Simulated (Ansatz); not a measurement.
# C3H10OSi2: small, medium and large basis sets

Aim: see how fast density functionals converge with the basis set for C3H10OSi2.

Computed with Ansatz 0.2.0, Gaussian basis. Level: one geometry, several basis sets.

Levels to be run: PBE0-D4/def2-SVP; ωB97M-V/def2-SVP; PBE0-D4/def2-QZVPP; ωB97M-V/def2-QZVPP; the functionals' def2-TZVPP values are taken from earlier runs.

1 further run of the same task is left out (it didn't finish).

### Step 1. The geometry

All runs share one geometry, relaxed beforehand with PBE0-D4 in a triple-zeta def2 set.

SMILES `C=C[SiH](C)O[SiH3]`, 16 atoms, charge 0, spin multiplicity 1.

Atoms are counted from 1 here; the program's logs count them from 0.

Bond lengths: C1–C2 1.330 Å, C1–H7 1.087 Å, C1–H8 1.087 Å, C2–Si3 1.857 Å, C2–H9 1.090 Å, Si3–C4 1.858 Å, Si3–O5 1.642 Å, Si3–H10 1.492 Å, C4–H11 1.093 Å, C4–H12 1.093 Å, C4–H13 1.092 Å, O5–Si6 1.631 Å, Si6–H14 1.487 Å, Si6–H15 1.487 Å, Si6–H16 1.484 Å. Angles: C2–C1–H7 121.6°, C2–C1–H8 122.4°, H7–C1–H8 116.1°, C1–C2–Si3 123.5°, C1–C2–H9 117.9°, Si3–C2–H9 118.6°, C2–Si3–C4 111.5°, C2–Si3–O5 108.9°, C2–Si3–H10 109.0°, C4–Si3–O5 108.9°, C4–Si3–H10 109.7°, O5–Si3–H10 108.8°, Si3–C4–H11 110.6°, Si3–C4–H12 110.6°, Si3–C4–H13 110.9°, H11–C4–H12 108.1°, H11–C4–H13 108.5°, H12–C4–H13 108.1° and more.

### Step 2. PBE0-D4 in def2-SVP

Input file in.yaml:

```yaml
crystal:
  periodic: [false, false, false]
  atoms:
    - {symbol: C, position_ang: [-0.779534, 2.168823, 0.361528]}
    - {symbol: C, position_ang: [-0.603608, 1.475248, -0.759894]}
    - {symbol: Si, position_ang: [0.066070, -0.256380, -0.798677]}
    - {symbol: C, position_ang: [-1.182315, -1.454167, -1.477183]}
    - {symbol: O, position_ang: [0.460675, -0.709604, 0.729311]}
    - {symbol: Si, position_ang: [1.637630, -0.689005, 1.858799]}
    - {symbol: H, position_ang: [-0.533822, 1.750497, 1.333703]}
    - {symbol: H, position_ang: [-1.175694, 3.180565, 0.363601]}
    - {symbol: H, position_ang: [-0.870101, 1.952840, -1.703093]}
    - {symbol: H, position_ang: [1.297767, -0.282875, -1.640408]}
    - {symbol: H, position_ang: [-2.077966, -1.471339, -0.851740]}
    - {symbol: H, position_ang: [-1.479895, -1.166788, -2.489364]}
    - {symbol: H, position_ang: [-0.770342, -2.465059, -1.519379]}
    - {symbol: H, position_ang: [2.956711, -0.395349, 1.237220]}
    - {symbol: H, position_ang: [1.340546, 0.354481, 2.875171]}
    - {symbol: H, position_ang: [1.690977, -2.014492, 2.524807]}
basis:
  gaussian: {orbitals: def2-SVP}
hamiltonian: {xc: pbe0, dispersion: d4}
output: {orbitals: {seedname: orbitals}}
```

After this run come: ωB97M-V in def2-SVP; PBE0-D4 in def2-QZVPP; ωB97M-V in def2-QZVPP.

Q: Predict the results of all the runs planned. Wanted: PBE0-D4: double and triple zeta above quadruple; ωB97M-V: double and triple zeta above quadruple.

As calculated:

```
                                       quantity           value
PBE0-D4: double and triple zeta above quadruple  12.77, 0.86 eV
ωB97M-V: double and triple zeta above quadruple  13.02, 0.80 eV
```

For PBE0-D4 the step from double to triple zeta gains 11.90 eV and the next only 0.86 eV. Total energies overstate the basis error of differences, where much of it tends to cancel. The LUMO of ωB97M-V is positive and keeps falling with the basis (2.00 to 1.37 eV): an unbound level that the basis holds in place.
